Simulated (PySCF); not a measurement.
# Cl2Nd (Nd(Cl)2): the cost of one run

Computed with PySCF 2.14.0. Level: PBE0, Nd lcecp-0-SVP with ECP50, Cl def2-SVP; scalar-relativistic core potentials, no spin–orbit coupling.

1 further run of the same task is left out (for a known fault of the program).

## (1) The starting structure

3 atoms, charge 0, spin multiplicity 1.

Bond lengths: Nd1–Cl2 2.830 Å, Nd1–Cl3 2.830 Å. Angles: Cl2–Nd1–Cl3 131.8°.

Geometry (Å):

```
Nd    0.00000    0.00000    0.00000
Cl    2.58270    0.00000    1.15580
Cl   -2.58270    0.00000    1.15580
```

Formal oxidation states: Nd +2. Each metal's 4 4f electrons lie in its core potential, so multiplicities, spins and levels count the valence alone.

## (2) SCF at the start, singlet

Input file run.py (the lines that set the calculation):

```python
mol = gto.M(atom='''
Nd     0.00000     0.00000     0.00000
Cl     2.58270     0.00000     1.15580
Cl    -2.58270     0.00000     1.15580''',
    basis={'Nd': 'lcecp-0-SVP', 'Cl': 'def2-SVP'},
    ecp={'Nd': 'lcecp-0-SVP'},
    charge=0, spin=0)
mf = dft.RKS(mol, xc='PBE0')
mf.grids.atom_grid = (50, 194)  # f atoms: unpruned, at least (60, 302)
mf = mf.density_fit()  # fitting sets: Nd AutoAux, Cl def2-universal-JKFIT
mf.conv_tol = 1e-08; mf.max_cycle = 55
mf.kernel(dm0)  # dm0: free metal ions and neutral atoms
```

Launch:

```bash
OMP_NUM_THREADS=2 python run.py
```

**Question.** How long does this run take on 2 threads of AMD EPYC 9R45 (Zen 5), shared host, and how much memory does it need?

About 1.2 s, with a peak of 0.33 GiB.
